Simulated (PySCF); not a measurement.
# H4NiS4 ([Ni(SH)4]2-): the cost of one run

Computed with PySCF 2.14.0 and routines of our own; the level stands in each step. Atoms count from 0.

### 1 The system as given

9 atoms, charge -2, states of the metal's open shell are computed; geometry from: model start, shaken.

### 2 Optimising the geometry at PBE0-D3(BJ)/def2-TZVP

What the job is given:

```
{"job": {"xc": "PBE0", "basis": "def2-TZVP", "d3": "d3bj", "grid": 1, "maxiter": 45, "solvent": "water", "kind": "geom"}, "charge": -2, "metal": "Ni", "open_shell": "d8"}
Ni     0.000020     0.004480    -0.004110
S      2.296640    -0.006820    -0.014870
H      2.560900     1.340100    -0.007380
S     -2.319310     0.007350     0.005350
H     -2.558420    -1.333960    -0.000440
S      0.010430     2.289840    -0.006860
H     -0.028520     2.540660     1.292370
S     -0.003530    -2.329010     0.004070
H      0.002350    -2.562800    -1.357750
```

Launch:

```sh
> OMP_NUM_THREADS=1 python lf_run.py task.json out
```

One launch serves the whole session: the jobs run in the order shown.

**Question.** How long does this first job take on 1 thread of Arm Neoverse V1, shared host, and how much memory does it need?

About 13 min, with a peak of 1.4 GiB.
